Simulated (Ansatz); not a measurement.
# CHGaS (triplet): the correlation ladder at a displaced geometry (v2), cc-pVDZ

How much of the correlation energy of CHGaS (triplet) does each wave-function method recover here?

Method: cc-pVDZ, core rule «outside noble gas», up to 20 orbitals frozen; program: Ansatz 0.2.0, Gaussian basis.

To be run: UHF; CCSD(T) on ROHF; CCSD(T) on UHF; BCCD(T) on ROHF; CISD; CCSDT(Q) on ROHF; CCSDT(Q) on UHF.

26 further runs of the same task are left out: 2 for a known fault of the program, 10 that didn't finish, 14 set aside as unsound or not needed.

## 1. The system

The geometry is a PBE0/def2-TZVP stationary point (not a proven minimum) with its atoms shifted at random (size 0.100 Å). No spin-orbit coupling is included. The filled d shell of Ga may be among the frozen orbitals whatever the setting's name suggests; the logs give the count.

4 atoms, charge 0, spin multiplicity 3.

Atoms are counted from 1 here; the program's logs count them from 0.

Bond lengths: Ga1–C2 1.991 Å, C2–S3 1.700 Å, S3–H4 1.298 Å. Angles: Ga1–C2–S3 160.5°, C2–S3–H4 98.3°.

## 2. UHF

Input file in.yaml:

```yaml
crystal:
  periodic: [false, false, false]
  atoms:
    - {symbol: Ga, position_ang: [0.064568, -0.291861, 2.420859]}
    - {symbol: C, position_ang: [-0.100349, -0.075768, 0.448882]}
    - {symbol: S, position_ang: [-0.023685, -0.424443, -1.212877]}
    - {symbol: H, position_ang: [0.059466, 0.792072, -1.656864]}
basis:
  gaussian: {orbitals: cc-pVDZ}
magnetization: {spin_polarized: true, initial_magnetization: 2}
hamiltonian: {xc: hf}
output: {orbitals: {seedname: orbitals}}
```

Command:

```console
$ ansatz run in.yaml --threads 1 --pin off --events-out ev --progress --plain --max-ram 2393MiB
```

After this run come: CCSD(T) on ROHF; CCSD(T) on UHF; BCCD(T) on ROHF; CISD; CCSDT(Q) on ROHF; CCSDT(Q) on UHF.

Q: Predict the results of all the runs planned. Wanted: UCCSDT(Q) from the RHF energy; RMP2 from UCCSDT(Q); UMP2 from UCCSDT(Q); RCCSD from UCCSDT(Q); RCCSD(T) from UCCSDT(Q); UCCSD(T) from UCCSDT(Q); RCCSDT(Q) from UCCSDT(Q); T1 diagnostic.

As calculated:

| quantity | value |
| --- | --- |
| UCCSDT(Q) from the ROHF energy | -8.8451 eV |
| RMP2 from UCCSDT(Q) | +142.6 kJ/mol |
| UMP2 from UCCSDT(Q) | +147.0 kJ/mol |
| RCCSD from UCCSDT(Q) | +34.2 kJ/mol |
| RCCSD(T) from UCCSDT(Q) | +6.4 kJ/mol |
| UCCSD(T) from UCCSDT(Q) | +6.6 kJ/mol |
| RCCSDT(Q) from UCCSDT(Q) | +0.3 kJ/mol |
| levels within 1 kcal/mol (43 meV) | RCCSDT, UCCSDT, RCCSDT(Q) |
| T1 diagnostic | 0.034 |

What this shows: RCCSD(T) lands +6.4 kJ/mol from the yardstick (0.8 % of the correlation energy). These misses are within one basis, not against nature; the frozen cores of restricted and unrestricted runs differ, which can shift their rows.
